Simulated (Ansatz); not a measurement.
Predict the output of the script below (Ansatz's Python interface).

`h3cbr.yaml`
```yaml
crystal:
  lattice:
    - [3.496452, -2.785783, 0.0]
    - [3.496452, 2.785783, 0.0]
    - [0.0, 0.0, 8.082275]
  atoms:
    - { symbol: H, position: [0.55871, 0.44129, 0.863] }
    - { symbol: H, position: [0.44129, 0.55871, 0.363] }
    - { symbol: H, position: [0.231133, 0.509934, 0.99902] }
    - { symbol: H, position: [0.490066, 0.768867, 0.99902] }
    - { symbol: H, position: [0.768867, 0.490066, 0.49902] }
    - { symbol: H, position: [0.509934, 0.231133, 0.49902] }
    - { symbol: C, position: [0.38516, 0.61484, 0.925254] }
    - { symbol: C, position: [0.61484, 0.38516, 0.425254] }
    - { symbol: Br, position: [0.136129, 0.863871, 0.753405] }
    - { symbol: Br, position: [0.863871, 0.136129, 0.253405] }
kpoints:
  mp_grid: { grid: [6, 6, 4] }
hamiltonian:
  xc: pbesol
scf:
  occupations: { method: fixed }
basis:
  ecutwfc: "510 eV"
output:
  forces: true
  stress: true
```

Script `h3cbr_yaml_run.py`:
```python
# -*- coding: utf-8 -*-
"""Run a YAML input for H3CBr from Python."""

import json
import warnings

import ansatz as az
import numpy as np
import pandas as pd
import yaml

warnings.simplefilter("ignore", az.DeckWarning)

with open("h3cbr.yaml") as handle:
    tree = yaml.safe_load(handle)
print("sections:", list(tree))
result = az.Session.from_dict(tree).plan(threads=1).execute()
report = result.report

energy = report["free_energy_ev"]
print("F of the H3CBr cell: {:.6f} eV = {:.6f} Ry = {:.6f} Ha".format(energy, energy / 13.605693, energy / 27.211386))
print("Fermi level {:.4f} eV, {} k-points, {} symmetry operations".format(report["fermi_energy_ev"], report["n_kpoints"], report["n_symmetry_ops"]))

# forces in eV per angstrom
table = pd.DataFrame(report["forces_ev_ang"], columns=["fx", "fy", "fz"])
table.insert(0, "atom", [site["symbol"] for site in report["lattice"]["sites"]])
print(table.round(4).to_string())

# the stress is positive in compression
print("pressure by term (GPa)")
for term, tensor in report["stress_terms_gpa"].items():
    if np.any(tensor):
        print(f"  {term:28s} {np.trace(np.array(tensor)) / 3:12.3f}")
print(f"  {'total':28s} {np.trace(np.array(report['stress_gpa'])) / 3:12.3f}")

used = report["setup"]
print("cutoffs (eV):", used["ecut_ev"], used["ecutrho_ev"], " FFT grid:", used["fft_dense"])
print("cell volume {:.3f} A^3, {} symmetry operations".format(used["cell_volume_ang3"], used["n_sym_ops"]))

keep = ["free_energy_ev", "energy_sigma0_ev", "fermi_energy_ev", "n_iterations", "converged", "magnetization_mub", "n_kpoints"]
with open("h3cbr.json", "w") as handle:
    json.dump({key: report[key] for key in keep}, handle, indent=1)
```

```console
$ python h3cbr_yaml_run.py
sections: ['crystal', 'kpoints', 'hamiltonian', 'scf', 'basis', 'output']
F of the H3CBr cell: -6061.713919 eV = -445.527760 Ry = -222.763880 Ha
Fermi level -1.3008 eV, 39 k-points, 4 symmetry operations
  atom      fx      fy      fz
0    H  0.0000 -0.1442 -0.0971
1    H  0.0000  0.1442 -0.0971
2    H -0.0969  0.0290  0.0518
3    H  0.0969  0.0290  0.0518
4    H  0.0969 -0.0290  0.0518
5    H -0.0969 -0.0290  0.0518
6    C  0.0000  0.2676 -0.1748
7    C  0.0000 -0.2676 -0.1748
8   Br  0.0000 -0.1906  0.1680
9   Br  0.0000  0.1906  0.1680
pressure by term (GPa)
  kinetic                           356.438
  hartree                           114.301
  ewald                            -240.107
  local_pseudopotential            -300.907
  nonlocal_pseudopotential          184.753
  augmentation                        5.331
  nlcc                             -398.868
  xc                                278.659
  augmentation_tail                   0.014
  scf_correction                     -0.000
  pulay_correction                    0.021
  total                              -0.367
cutoffs (eV): 510.0 2040.0  FFT grid: [36, 36, 60]
cell volume 157.448 A^3, 4 symmetry operations
```

`h3cbr.json`, as written:
```json
{
 "free_energy_ev": -6061.713919352358,
 "energy_sigma0_ev": -6061.713919352358,
 "fermi_energy_ev": -1.3008019624269762,
 "n_iterations": 6,
 "converged": true,
 "magnetization_mub": 0.0,
 "n_kpoints": 39
}
```

Caveats:
- Absolute energies stand on the zero of these potentials, so only differences at equal settings mean something. A total without «per atom» is that of the cell as typed.
- An absolute Fermi energy rests on an arbitrary zero of the periodic potential and has no direct meaning.
- Pressure is positive in compression.
- This cell is a computed structure, which may not be the phase found in nature.
- Wall time of the script: 12 s on 1 thread of Arm Neoverse V1, on a shared host, peak memory 0.55 GiB.
